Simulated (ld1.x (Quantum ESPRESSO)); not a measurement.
# Potentials for Al that differ in a few settings, part 2 of 2

Aim: generate and test one potential in full, then change a few of its settings and see what happens to hardness, ghosts and transferability.

ld1.x (Quantum ESPRESSO) 7.5; first potential PBE, non-relativistic. Earlier steps stand in the parts before.

## (7) Variant: scalar-relativistic; waves 3s (bound): rcut 1.65, rcutus 1.75 bohr; 3s channel at -0.1 …

In full, the change is: scalar-relativistic; waves 3s (bound): rcut 1.65, rcutus 1.75 bohr; 3s channel at -0.1 Ry: rcut 1.65, rcutus 1.75 bohr.

Contents of Al.in:

```
 &input
   title='Al', zed=13., rel=1, dft='PBE', iswitch=3,
   config='[Ne] 3s2 3p0',
   nld=2, rlderiv=2.35, eminld=-3.0, emaxld=5.0, deld=0.02
 /
 &inputp
   pseudotype=3, tm=.true., lloc=-1, rcloc=1.70,
   nlcc=.true., new_core_ps=.true.,
   which_augfun='PSQ', rmatch_augfun_nc=.true.,
   file_pseudopw='Al.UPF', file_wfcaegen='ae.wfc', file_wfcncgen='nc.wfc', file_beta='beta', file_chi='chi', file_wfcusgen='us.wfc'
 /
4
3S  1  0   2.00   0.00  1.65  1.75  0.0
3S  1  0   0.00  -0.10  1.65  1.75  0.0
3P  2  1   0.00   0.00  1.65  2.15  0.0
3P  2  1   0.00   0.65  1.65  2.15  0.0
 &test
   configts(1)='3s2 3p0'
 /
```

Started as:

```
$ ld1.x < Al.in > Al.out
```

Output in Al.out (without the banner and most projector matrices):

```text
     Program LD1 v.7.5
     --------------------------- All-electron run ----------------------------

     Al
     scalar relativistic calculation

     atomic number is 13.00
     dft =PBE   lsd =0 sic =0 latt =0  beta=0.20 tr2=1.0E-14
     Exchange-correlation= PBE
                           (   1   4   3   4   0   0   0)
     mesh =1135 r(mesh) = 100.48924 a.u. xmin = -7.00 dx = 0.01250
     1 Ry =  13.60569312 eV, c = 137.03599908

     n l     nl                  e(Ry)          e(Ha)          e(eV)
     1 0     1S 1( 2.00)      -111.6909       -55.8455     -1519.6327
     2 0     2S 1( 2.00)        -8.5628        -4.2814      -116.5024
     2 1     2P 1( 6.00)        -5.7323        -2.8661       -77.9919
     3 0     3S 1( 2.00)        -1.0885        -0.5443       -14.8103
     3 1     3P 1( 0.00)        -0.6654        -0.3327        -9.0536

     final scf error:  5.9E-15 reached in  30 iterations

     Etot =    -484.946999 Ry,    -242.473499 Ha,   -6598.040044 eV

     Ekin =     485.862130 Ry,     242.931065 Ha,    6610.491042 eV
     Encl =   -1152.766148 Ry,    -576.383074 Ha,  -15684.182458 eV
     Eh   =     218.448355 Ry,     109.224178 Ha,    2972.141288 eV
     Exc  =     -36.491336 Ry,     -18.245668 Ha,    -496.489915 eV

     normalization and overlap integrals

     s(1S/1S) =  1.000000  <r> =   0.1202  <r2> =    0.0195  r(max) =   0.0779
     s(2S/2S) =  1.000000  <r> =   0.6258  <r2> =    0.4697  r(max) =   0.4954
     s(2P/2P) =  1.000000  <r> =   0.6029  <r2> =    0.4623  r(max) =   0.4264
     s(3S/3S) =  1.000000  <r> =   2.3768  <r2> =    6.5176  r(max) =   2.0088
     s(3P/3P) =  1.000000  <r> =   2.9059  <r2> =    9.8643  r(max) =   2.3930

     ------------------------ End of All-electron run ------------------------

     --------------------- Generating US pseudopotential ---------------------

      Generating local potential from pseudized AE potential:
      Matching radius rcloc =   1.7000

      Local pseudo, rcloc= 1.708 Estimated cut-off energy=     7.75 Ry

      Computing core charge for nlcc:

       r > 1.31 : true rho core
      Core charge pseudized with two Bessel functions
      Integrated core pseudo-charge :   3.66
      Wfc-us  3S rcutus= 1.751  Estimated cut-off energy=    13.82 Ry
      Wfc-us  3S rcutus= 1.751  Estimated cut-off energy=    15.19 Ry
      Wfc-us  3P rcutus= 2.138  Estimated cut-off energy=    16.03 Ry
      Wfc-us  3P rcutus= 2.138  Estimated cut-off energy=    18.63 Ry

     Q pseudized with Bessel functions
     Expected ecutrho=      96.1241 due to l1=  1   l2=  1

     ------------------- End of pseudopotential generation -------------------

     [... the all-electron block is printed once more ...]


     Computing logarithmic derivative in   2.34860
     Computing logarithmic derivative in   2.34860
     Computing the partial wave expansion
     R is outside the sphere for l=    0 j= 0.00
     R is outside the sphere for l=    0 j= 0.00
     R is outside the sphere for l=    1 j= 0.00
     R is outside the sphere for l=    1 j= 0.00

     ---------------------- Testing the pseudopotential ----------------------

     Al
     scalar relativistic calculation

     atomic number is 13.00   valence charge is  3.00
     dft =PBE   lsd =0 sic =0 latt =0  beta=0.20 tr2=1.0E-14
     mesh =1135 r(mesh) = 100.48924 xmin = -7.00 dx = 0.01250

     n l     nl             e AE (Ry)        e PS (Ry)    De AE-PS (Ry)
     1 0     3S   1( 2.00)       -1.08854       -1.08854        0.00000
     2 1     3P   1( 0.00)       -0.66543       -0.66543        0.00000

     eps = 1.5E-16  iter =  3

     Etot =    -484.946999 Ry,    -242.473499 Ha,   -6598.040044 eV
     Etotps =    -8.674826 Ry,      -4.337413 Ha,    -118.027026 eV

     Ekin =       0.845853 Ry,       0.422927 Ha,      11.508422 eV
     Encl =      -5.618237 Ry,      -2.809118 Ha,     -76.440004 eV
     Ehrt =       1.515457 Ry,       0.757728 Ha,      20.618839 eV
     Ecxc =      -6.204783 Ry,      -3.102391 Ha,     -84.420371 eV
     (Ecc =      -5.167936 Ry,      -2.583968 Ha,     -70.313347 eV)
     Epseu=       0.786883 Ry,       0.393441 Ha,      10.706087 eV

     ---------------------- End of pseudopotential test ----------------------
```

Wall time 2.5 s (1 thread, shared host). (Generation and the later configuration tests together.)

The test run was repeated on this file; only its results are given.

Contents of Al.test.in:

```
 &input
   title='Al', zed=13., rel=1, dft='PBE', iswitch=2,
   config='[Ne] 3s2 3p0'
 /
 &test
   file_pseudo='Al.UPF', nconf=8,
   configts(1)='3s2 3p0',
   configts(2)='3s2 3p1',
   configts(3)='3s1 3p0',
   configts(4)='3s2 3p0.5',
   configts(5)='3s0 3p3',
   configts(6)='3s1 3p1',
   configts(7)='3s1 3p2',
   configts(8)='3s2 3p1.3'
 /
```

Excitation and ionisation energies from 3s2 3p0, with the error of the potential.

```tsv
valence configuration	charge	ΔE all-electron (eV)	error AE − PS (meV)
3s2 3p1	0	-5.761	+0.7
3s1 3p0	+2	19.225	-6.3
3s2 3p0.5	+0.5	-3.676	+0.3
3s0 3p3	0	4.689	-4.0
3s1 3p1	+1	5.810	-2.0
3s1 3p2	0	-0.622	-0.1
3s2 3p1.3	-0.3	-6.336	+0.8
```

With this change the loose cutoff goes from 6 Ry or less to 10 Ry, the largest error in the tests that it solved is -6.3 meV (3s1 3p0) and there is no bound ghost.

## (8) Comparison

What follows sums up all 2 parts.

Cutoffs, loose and tight: the cutoffs (Ry, on a coarse ladder) from which the occupation-weighted sum of valence levels, in a spherical-Bessel basis at the reference potential, stays within 10 and 1 mRy of its value at 400 Ry; empty and scattering waves don't count. The number of plane waves in a given cell goes as the cutoff to the power 3/2; it is given for the loose cutoff, relative to the first potential. Test errors are all-electron less pseudo; runs with another core, reference, functional or relativity have tests of their own. The phase difference is the largest within 1 Ry of zero, over the channels with partial waves.

| change | outcome | cutoff, loose | cutoff, tight | plane waves, relative | bound ghosts | largest test error (meV) | phase difference near zero (rad) | lowest overlap eigenvalue (Bessel basis) |
| --- | --- | --- | --- | --- | --- | --- | --- | --- |
| first potential | generated | 6 Ry or less | 6 Ry or less | 1.00 | none | -2.8 | 0.000 | 0.436 |
| waves 3s (bound): rcut 1.65, rcutus 1.75 bohr; 3s channel at -0.1 Ry: rcut 1.65, rcutus 1.75 bohr; core correction Bessel-smoothed model core inside 2.00 bohr (was Bessel-smoothed model core, default radius (core density twice the valence density)) | generated | 10 Ry | 15 Ry | 2.15 | none | +16 | 0.000 | 0.505 |
| scalar-relativistic; waves 3s (bound): rcut 1.65, rcutus 1.75 bohr; 3s channel at -0.1 Ry: rcut 1.65, rcutus 1.75 bohr | generated | 10 Ry | 15 Ry | 2.15 | none | -6.3 | 0.000 | 0.503 |

The softest is the first potential, at 6 Ry or less; the highest cutoff read, 10 Ry, costs 2.2 times the plane waves. Among those with the same tests, the first potential has the smallest worst error, -2.8 meV.

The first potential by itself. The worst unpolarised test, 3s1 3p0, is off by 2.8 meV on 19.2 eV; by total energies transferability rates as very good. It counts as soft on the atom at that tolerance, with 6 Ry or less needed at the looser tolerance. It is free of bound ghosts as far as tested.
